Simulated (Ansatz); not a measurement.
# C₃H₈AlCl₂N: a ladder of functionals and wavefunction methods

How much do the methods differ for C₃H₈AlCl₂N? The plan is to run it at one geometry with functionals of several rungs and with coupled cluster, and see how far each lands from CCSD(T) at the basis-set limit for the atomisation energy.

Computed with Ansatz 0.2.0, Gaussian basis. Level: functionals in def2-TZVPP, the program's frozen cores in correlated methods.

The runs, in order: PBE-D4, r2SCAN-D4, PBE0-D4, B3LYP-D4, ωB97X-V, ωB97M-V, B2PLYP; CCSD(T)/def2-TZVPP; MP2/def2-QZVPP; extrapolation to the limit.

## Step 1: The relaxed structure

An earlier PBE0-D4 in a triple-zeta def2 set relaxation fixed the geometry.

SMILES `CC[N](C)[Al]([Cl])[Cl]`, 15 atoms, charge 0, spin multiplicity 1.

Atoms are counted from 1 here; the program's logs count them from 0.

Bond lengths: C1–C2 1.520 Å, C1–H8 1.093 Å, C1–H9 1.092 Å, C1–H10 1.093 Å, C2–N3 1.453 Å, C2–H11 1.100 Å, C2–H12 1.094 Å, N3–C4 1.448 Å, N3–Al5 1.754 Å, C4–H13 1.098 Å, C4–H14 1.096 Å, C4–H15 1.092 Å, Al5–Cl6 2.086 Å, Al5–Cl7 2.086 Å. Angles: C2–C1–H8 110.6°, C2–C1–H9 111.9°, C2–C1–H10 110.3°, H8–C1–H9 108.1°, H8–C1–H10 108.2°, H9–C1–H10 107.5°, C1–C2–N3 114.2°, C1–C2–H11 109.5°, C1–C2–H12 108.9°, N3–C2–H11 108.9°, N3–C2–H12 108.7°, H11–C2–H12 106.4°, C2–N3–C4 114.1°, C2–N3–Al5 122.8°, C4–N3–Al5 123.1°, N3–C4–H13 110.8°, N3–C4–H14 112.4°, N3–C4–H15 110.6° and more.

## Step 2: PBE-D4 (GGA)

Input file in.yaml:

```yaml
crystal:
  periodic: [false, false, false]
  atoms:
    - {symbol: C, position_ang: [-0.683365, -1.199036, -1.311241]}
    - {symbol: C, position_ang: [-0.790696, 0.175661, -0.670950]}
    - {symbol: N, position_ang: [0.163237, 0.409459, 0.399945]}
    - {symbol: C, position_ang: [1.531536, 0.555666, -0.049155]}
    - {symbol: Al, position_ang: [-0.307703, 0.509386, 2.086545]}
    - {symbol: Cl, position_ang: [-2.307153, 0.286991, 2.636529]}
    - {symbol: Cl, position_ang: [1.119286, 0.859251, 3.566619]}
    - {symbol: H, position_ang: [-0.852691, -1.983398, -0.569392]}
    - {symbol: H, position_ang: [0.297339, -1.363801, -1.762069]}
    - {symbol: H, position_ang: [-1.431140, -1.309410, -2.100402]}
    - {symbol: H, position_ang: [-0.658710, 0.949819, -1.440965]}
    - {symbol: H, position_ang: [-1.802023, 0.304676, -0.274605]}
    - {symbol: H, position_ang: [1.615762, 1.362912, -0.789027]}
    - {symbol: H, position_ang: [1.919690, -0.359754, -0.510518]}
    - {symbol: H, position_ang: [2.186611, 0.801566, 0.788685]}
basis:
  gaussian: {orbitals: def2-TZVPP}
hamiltonian: {xc: pbe, dispersion: d4}
output: {forces: true, orbitals: {seedname: orbitals}}
```

Run with:

```console
$ ansatz run in.yaml --threads 2 --pin off --events-out ev --progress --plain --max-ram 32768MiB --backend cuda --devices 0, --max-vram 18GiB
```

After this run come: r2SCAN-D4 (meta-GGA); PBE0-D4 (hybrid); B3LYP-D4 (hybrid); ωB97X-V (range-separated); ωB97M-V (range-separated); B2PLYP (double hybrid); CCSD(T) in def2-TZVPP; MP2 in def2-QZVPP.

**Question.** What will the summary of the whole plan be? Wanted: atomisation energy, CCSD(T)/CBS; farthest; mean size of error, hybrid; mean size of error, range-separated; gap, smallest and largest; T1 diagnostic; triples share of the correlation energy.

The runs gave:

| quantity | value |
| --- | --- |
| atomisation energy, CCSD(T)/CBS | 1355.6 kcal/mol |
| functionals within 6.8 kcal/mol (0.5 %) | r2SCAN-D4, PBE0-D4, B3LYP-D4, ωB97X-V, ωB97M-V |
| farthest | PBE-D4 (+21.9 kcal/mol) |
| mean size of error, hybrid | 4.2 kcal/mol |
| mean size of error, range-separated | 4.1 kcal/mol |
| gap, smallest and largest | 4.21 eV (PBE-D4), 10.69 eV (ωB97X-V) |
| T1 diagnostic | 0.0100 |
| triples share of the correlation energy | 4.0 % |

PBE-D4 misses by +21.9 kcal/mol. Double hybrids carry the basis error of their MP2 part in triple zeta, and no dispersion term here, so their miss is partly the set-up's. The reference freezes the cores and leaves out relativity and excitations past (T), so misses under about 6.8 kcal/mol can't be ranked. Hartree-Fock recovers 74 % of the binding; the rest is correlation. The gap grows from 4.2 to 10.7 eV across the functionals, mostly with the share of exact exchange.
